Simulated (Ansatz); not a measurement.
# KGe2: from a guess to a relaxed structure

Aim: relax a trial structure of KGe2 and see where it ends.

Method: DFT PBE+D3(BJ), scalar-relativistic, plane waves, PAW, in Ansatz 0.2.0.

## (1) The system as given

It takes space group Cmmm (No. 65, orthorhombic). Conventional cell: a = 4.516 Å, b = 12.360 Å, c = 4.516 Å, α = 90.00°, β = 90.00°, γ = 90.00°. Around K (site symmetry mmm) lie 8 Ge at 3.52 Å. Ge (site symmetry m2m) has 1 Ge at 2.94 Å as nearest neighbours.

Coordinates:

```xyz
3
Lattice="2.2579 -6.1802 0.0000 2.2579 6.1802 0.0000 0.0000 0.0000 4.5157" Properties=species:S:1:pos:R:3 pbc="T T T"
K     0.0000    0.0000    0.0000
Ge    2.2579   -1.4701    2.2579
Ge    2.2579    1.4701    2.2579
```

The cell is invented: sheets of the CeSi2 type stacked in turn (Cmmm, No. 65). Its size is a rough estimate.

## (2) Probe: one point on a coarse mesh

The input, input.yaml:

```yaml
crystal:
  lattice:
    - [2.25785428, -6.18020437, 0.0]
    - [2.25785428, 6.18020437, 0.0]
    - [0.0, 0.0, 4.51570857]
  atoms:
    - { symbol: K, position: [0.0, 0.0, 0.0] }
    - { symbol: Ge, position: [0.61893637, 0.38106363, 0.5] }
    - { symbol: Ge, position: [0.38106363, 0.61893637, 0.5] }
basis:
  ecutwfc: 420
kpoints:
  mp_grid: { grid: [4, 4, 4] }
hamiltonian:
  xc: pbe
  dispersion: d3bj
scf:
  occupations: { method: gaussian, width: 0.1 }
  lower_state_search: "off"
output:
  forces: true
  stress: true
  eigenvalues: true
```

Command:

```bash
$ ansatz run input.yaml --threads 1 --pin off --max-ram 2560MiB --backend cpu --events-out ev --progress --plain --runs-dir out
```

The session goes on with these runs: a loose first relaxation; final relaxation.

Before running it: what results should come out? Wanted: conventional cell; volume; energy over the elements; gap on the mesh.

As calculated:

| quantity | value |
| --- | --- |
| symmetry at the end (tolerance 0.05 Å) | space group Cmmm (No. 65) |
| conventional cell | a = 4.097 Å, b = 7.954 Å, c = 5.213 Å, α = 90.00°, β = 90.00°, γ = 90.00° |
| volume | 28.32 Å³/atom |
| energy over the elements | -0.05 eV/atom |
| gap on the mesh | none (metal) |

What this shows: The space group Cmmm (No. 65) is kept, and the volume per atom shrinks by 32.6 % from the first guess. The formation energy of this structure is too near zero to say whether it is bound against the elements. No finished test with a distortion of lower symmetry is shown, so the end may be a saddle point.
